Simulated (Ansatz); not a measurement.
**Ge2PH (singlet): from Hartree-Fock to the top rungs at a displaced geometry (v1), cc-pVDZ**

Aim: climb from Hartree-Fock through coupled cluster and multireference methods for Ge2PH (singlet) at one geometry and basis, and see what each rung misses.

Computed with Ansatz 0.2.0, Gaussian basis. Level: cc-pVDZ, core rule «outside noble gas», up to 33 orbitals frozen.

Plan: UHF; CCSD(T) on RHF; BCCD(T) on RHF; CISD; CCSDT(Q) on RHF; CASSCF and MRCISD+Q, 8 electrons in 8 orbitals; CASSCF and NEVPT2, 8 electrons in 8 orbitals.

19 further runs of the same task are left out: 9 that didn't finish, 10 set aside as unsound or not needed.

## (1) The system

The geometry is a PBE0/def2-TZVP stationary point (not a proven minimum) with its atoms shifted at random (size 0.040 Å). No spin-orbit coupling is included. The filled d shell of Ge may be among the frozen orbitals whatever the setting's name suggests; the logs give the count.

4 atoms, charge 0, spin multiplicity 1.

Atoms are counted from 1 here; the program's logs count them from 0.

Bond lengths: Ge1–P2 2.294 Å, Ge1–Ge3 2.441 Å, P2–Ge3 2.181 Å, Ge3–H4 1.512 Å. Angles: P2–Ge1–Ge3 54.7°, Ge1–P2–Ge3 66.0°, Ge1–Ge3–P2 59.2°, Ge1–Ge3–H4 174.9°, P2–Ge3–H4 119.7°.

## (2) UHF

in.yaml reads:

```yaml
crystal:
  periodic: [false, false, false]
  atoms:
    - {symbol: Ge, position_ang: [-0.018852, -0.319960, 1.255972]}
    - {symbol: P, position_ang: [-0.019685, 1.545601, -0.079838]}
    - {symbol: Ge, position_ang: [0.028279, -0.334654, -1.184556]}
    - {symbol: H, position_ang: [-0.074498, -0.319378, -2.693351]}
basis:
  gaussian: {orbitals: cc-pVDZ}
magnetization: {spin_polarized: true, initial_magnetization: 0}
hamiltonian: {xc: hf}
output: {orbitals: {seedname: orbitals}}
```

On the command line:

```bash
$ ansatz run in.yaml --threads 1 --pin off --events-out ev --progress --plain --max-ram 2393MiB
```

The runs that follow: CCSD(T) on RHF; BCCD(T) on RHF; CISD; CCSDT(Q) on RHF; CASSCF and MRCISD+Q, 8 electrons in 8 orbitals; CASSCF and NEVPT2, 8 electrons in 8 orbitals.

Before running them: what should the planned runs give, taken together? Wanted: RCCSDT(Q) below the RHF energy; RMP2 from RCCSDT(Q); RCCSD from RCCSDT(Q); RCCSD(T) from RCCSDT(Q); NEVPT2 frontier from RCCSDT(Q); MRCISD+Q frontier from RCCSDT(Q); T1 diagnostic.

The runs gave:

| quantity | value |
| --- | --- |
| RCCSDT(Q) below the RHF energy | -8.8036 eV |
| RMP2 from RCCSDT(Q) | +128.5 kJ/mol |
| RCCSD from RCCSDT(Q) | +52.5 kJ/mol |
| RCCSD(T) from RCCSDT(Q) | +7.3 kJ/mol |
| NEVPT2 frontier from RCCSDT(Q) | +119.4 kJ/mol |
| MRCISD+Q frontier from RCCSDT(Q) | +12.4 kJ/mol |
| levels within 1 kcal/mol (43 meV) | none |
| T1 diagnostic | 0.018 |

**Reading.** RCCSD(T) misses by +7.3 kJ/mol, 0.9 % of the correlation energy. Of the multireference levels listed MRCISD+Q frontier comes nearest in total energy (+12.4 kJ/mol), which doesn't show that its space is the better one. These misses are within one basis, not against nature.
